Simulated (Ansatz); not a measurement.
Crystal: Ca3AsP.

```
CELL_PARAMETERS angstrom
5.33390 0.00000 0.00000
0.00000 5.33390 0.00000
0.00000 0.00000 5.33390
ATOMIC_POSITIONS crystal
As 0.00000 0.00000 0.00000
Ca 0.50000 0.50000 0.00000
Ca 0.50000 0.00000 0.50000
Ca 0.00000 0.50000 0.50000
P 0.50000 0.50000 0.50000
```

The cell comes from a database or a generator and needn't be the stable form of this composition.

```yaml
Program: Ansatz 0.2.0
Task: relaxation of cell and atoms
Functional: PBEsol
Potentials_or_basis: Ansatz PAW
Cutoff: "420 eV (not typed: the program's choice for these potentials)"
k_mesh: 5 × 5 × 5
Occupations: fermi-dirac, width 0.05 eV
Spin: no spin polarisation
```

At the start: volume 30.35 Å³/atom.

Problem. Where does the relaxation end?

Solution. It ends after 4 steps and the volume is 29.23 Å³/atom (-3.7 %); space group Pm-3m (No. 221, to 0.05 Å).

Step by step:
```tsv
step	energy change (eV)	largest force (eV/Å)	volume (Å³)
1	0.0000	0.0000	151.75
2	-0.0260	0.0000	146.52
3	-0.0261	0.0000	146.16
4	-0.0258	0.0000	146.16
```

Final structure:
```
As Ca P
1.0
     5.26757    0.00000    0.00000
     0.00000    5.26757    0.00000
     0.00000    0.00000    5.26757
As Ca P
1 3 1
Direct
  0.00000 0.00000 0.00000
  0.50000 0.50000 0.00000
  0.50000 0.00000 0.50000
  0.00000 0.50000 0.50000
  0.50000 0.50000 0.50000
```

Caveat: the plane-wave basis is chosen anew once the cell has moved, so the energies of steps on either side of that aren't comparable; the PAW data sets come from PBE, with cores solved anew for the run's functional, which leaves a small shift of forces and pressure.
